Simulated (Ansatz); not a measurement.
CH6O2Si, SMILES OC(O)[SiH3]: an atomisation energy, run with Ansatz's Python interface.

`tae_ch6o2si.py`
```python
"""Atomisation energy of CH6O2Si at the given geometry."""

from collections import Counter
import logging
import sys

import ansatz
from ase import Atoms

logging.basicConfig(stream=sys.stdout, format="%(levelname)s %(message)s")
logger = logging.getLogger("ch6o2si")
logger.setLevel(logging.INFO)

BASIS = "def2-TZVPP"
XC = "pbe"
VDW = "d4"


def single_point(molecule, charge=0, unpaired=0):
    calc = (
        molecule.calculation()
        .basis(gaussian=BASIS)
        .functional(XC, dispersion=VDW)
    )
    if charge:
        calc = calc.charge(charge)
    if unpaired:
        calc = calc.spin("collinear", total=unpaired)
    report = calc.run(threads=1).report
    if report["published_state_doubts"]:
        print("  doubts:", report["published_state_doubts"])
    return report["free_energy_ev"]

atoms = Atoms(["O", "C", "O", "Si", "H", "H", "H", "H", "H", "H"], positions=[
    (-0.7108, 0.1794, -1.5092),
    (-0.3409, 0.4778, -0.1853),
    (0.5416, 1.5737, -0.3038),
    (0.3361, -1.0315, 0.8017),
    (-1.2925, 0.991, -1.7864),
    (-1.2125, 0.869, 0.3582),
    (1.4122, 1.2036, -0.676),
    (-0.7344, -2.0951, 0.8208),
    (0.5662, -0.6421, 2.2542),
    (1.518, -1.577, 0.2287),
])
ch6o2si = ansatz.Crystal.molecule_from_ase(atoms)

# Hund ground states
unpaired = {"O": 2, "C": 2, "Si": 2, "H": 1}
counts = Counter(site.symbol for site in ch6o2si.cartesian_sites)
atom_energy = {s: single_point(ansatz.Crystal.molecule().atom(s, (0, 0, 0)), 0, unpaired[s]) for s in counts}
whole = single_point(ch6o2si, 0, 0)
for s, e in atom_energy.items():
    logger.info(f"{s:2s} x{counts[s]}  {e:14.5f} eV")
logger.info(f"CH6O2Si: {whole:.5f} eV")
split = sum(counts[s] * e for s, e in atom_energy.items()) - whole
logger.info(f"atomisation energy (no zero-point term): {96.485332 * split:.1f} kJ/mol, {split / sum(counts.values()):.3f} eV an atom")
```

What does it cost to take this molecule apart into atoms?

3461.4 kJ/mol from the electronic energies, without the zero-point term.

What the script printed:

```console
$ python tae_ch6o2si.py
INFO O  x2     -2041.11715 eV
INFO C  x1     -1028.48074 eV
INFO Si x1     -7870.15586 eV
INFO H  x6       -13.59523 eV
INFO CH6O2Si: -13098.31720 eV
INFO atomisation energy (no zero-point term): 3461.4 kJ/mol, 3.587 eV an atom
```

Total energies depend on the basis set; only differences at equal settings carry meaning. The geometry is a force-field or estimated start, not a minimum of this method, and the basis set is short of its limit. All parts are taken at fixed geometry, without zero-point energy. This functional overbinds, so such energies come out a few per cent too high (LDA far more). It ran for 5.3 s on 1 thread of Intel(R) Xeon(R) Processor @ 2.30GHz, on a shared host, peak memory 0.36 GiB.
